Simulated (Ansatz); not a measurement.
# Cd (R-3m): convergence test of the plane-wave cutoff

Aim: a convergence test of the plane-wave cutoff, for Cd (R-3m), run from a script.

Program: Ansatz 0.2.0 through its Python package. Level of theory: DFT PBEsol, plane waves, PAW. These are calculated values, not measurements.

**1. The system**

It takes space group R-3m (No. 166, trigonal). Conventional cell: a = 3.216 Å, b = 3.216 Å, c = 7.348 Å, α = 90.00°, β = 90.00°, γ = 120.00°. Cd (site symmetry -3m) has 12 Cd at 3.07 to 3.22 Å as nearest neighbours.

The script holds or builds the structure itself.

**2. The script**

Contents of ecut_cd.py:

```python
"""Cutoff test for Cd."""

import warnings

import ansatz as az
from tabulate import tabulate

warnings.simplefilter("ignore", az.DeckWarning)

lattice = az.Lattice.of(
    (1.60802915, 0.92839606, 2.44928741),
    (-1.60802915, 0.92839606, 2.44928741),
    (0.0, -1.85679213, 2.44928741),
)
sites = [
    ("Cd", (0.0, 0.0, 0.0)),
]
cell = az.Crystal(lattice=lattice)
for symbol, position in sites:
    cell = cell.atom(symbol, position)

base = (
    cell.calculation()
    .mixing("anderson", ndim=12, beta=0.6)
    .kpoints(5, shift=0.5)
    .functional("pbesol")
    .scf(max_iterations=100)
    .occupations("fermi_dirac", width=0.2)
    .forces()
    .stress()
)

rows = []
for value in [250, 350, 450, 550, 650, 750]:
    data = base.basis(value).run(threads=1, pin="off").report
    rows.append((value, data["free_energy_ev"] / len(data["lattice"]["sites"]), data["n_iterations"], sum(data["stress_gpa"][i][i] for i in range(3)) / 3, max(abs(f) for row in data["forces_ev_ang"] for f in row), data["n_pw"]))

print(tabulate(rows, headers=["cutoff (eV)", "F/atom (eV)", "iterations", "P (GPa)", "max component (eV/A)", "plane waves"], floatfmt=".4f", tablefmt="plain"))

# differences from the last row
for row in rows[:-1]:
    shift = 1000 * (row[1] - rows[-1][1])
    print(f"{row[0]}: {shift:+.2f} meV/atom" + ("  (within 5 meV)" if abs(shift) < 5 else ""))
```

**3. The input behind the calls**

The engine receives this input (first run):

```yaml
crystal:
  lattice:
    - [1.60802915, 0.92839606, 2.44928741]
    - [-1.60802915, 0.92839606, 2.44928741]
    - [0.0, -1.85679213, 2.44928741]
  atoms:
    - { symbol: Cd, position: [0.0, 0.0, 0.0] }
basis:
  ecutwfc: 250.0
kpoints:
  mp_grid:
    grid: [5, 5, 5]
    shift: [0.5, 0.5, 0.5]
hamiltonian:
  xc: pbesol
scf:
  max_iter: 100
  mixing:
    algorithm: anderson
    beta: 0.6
    ndim: 12
  occupations:
    method: fermi_dirac
    width: 0.2
output:
  forces: true
  stress: true
```

**4. Running it**

Run with:

```bash
$ python ecut_cd.py
```

The program printed:

```text
  cutoff (eV)    F/atom (eV)    iterations    P (GPa)    max component (eV/A)    plane waves
          250     -8182.5511             6    -2.2482                  0.0000            175
          350     -8184.1147             5    -2.3358                  0.0000            319
          450     -8184.1195             5    -2.3483                  0.0000            489
          550     -8184.1200             5    -2.3474                  0.0000            651
          650     -8184.1203             5    -2.3483                  0.0000            857
          750     -8184.1204             5    -2.3489                  0.0000           1019
250: +1569.26 meV/atom
350: +5.73 meV/atom
450: +0.90 meV/atom  (within 5 meV)
550: +0.35 meV/atom  (within 5 meV)
650: +0.09 meV/atom  (within 5 meV)
```

Wall time 5.2 s (1 thread of Intel Xeon Platinum 8259CL at 2.50GHz (Skylake/Cascade Lake), shared host); peak memory 0.37 GiB.

**5. What changed from run to run**

The engine's inputs for some of the other runs:

Run 3, against run 1:

```diff
@@ -9 +9 @@
-  ecutwfc: 250.0
+  ecutwfc: 450.0
```

Run 4, against run 1:

```diff
@@ -9 +9 @@
-  ecutwfc: 250.0
+  ecutwfc: 550.0
```

Run 5, against run 1:

```diff
@@ -9 +9 @@
-  ecutwfc: 250.0
+  ecutwfc: 650.0
```

**6. What each run gave**

From the records of these 6 runs:

| run | cutoff (eV) | energy from run 6 (meV/atom) | pressure (GPa) | SCF cycles | CPU time (s) |
| --- | --- | --- | --- | --- | --- |
| 1 | 250 | 1569.26 | -2.25 | 6 | 0.39 |
| 2 | 350 | 5.73 | -2.34 | 5 | 0.53 |
| 3 | 450 | 0.90 | -2.35 | 5 | 0.63 |
| 4 | 550 | 0.35 | -2.35 | 5 | 0.55 |
| 5 | 650 | 0.09 | -2.35 | 5 | 0.75 |
| 6 | 750 | 0.00 | -2.35 | 5 | 0.78 |

Energies are free energies F = E - TS of the smeared occupations. 

**7. Results**

| quantity | value |
| --- | --- |
| runs compared | 6 |
| last run but one, from the last | +0.09 meV/atom |
| within 5 meV/atom of the last run from | 450 |

Runs 1, 2: each has a cutoff under the recommended one, so what rests on them isn't a property of the system. From 450 eV on it stays within 5 meV an atom of the value at 750 eV; the first row (250 eV) is off by 1569.3 meV and the last but one by 0.09 meV. The energy falls steadily, as expected when plane waves are added. The pressure moves from -2.25 to -2.35 GPa (the program's stress holds a Pulay correction, so it settles early). Notes:
- For a metal this mesh is coarse.
- The smearing is wide enough that free energy and stress hold a thermal part of the electrons.
- Forces vanish by symmetry here and test nothing.
- Pressure is positive in compression.
- This isn't the structure that Cd takes at ambient conditions.
- Shifts are counted from the last row, which is itself no proven limit. Whether this is the phase that is stable at ambient conditions was not tested.
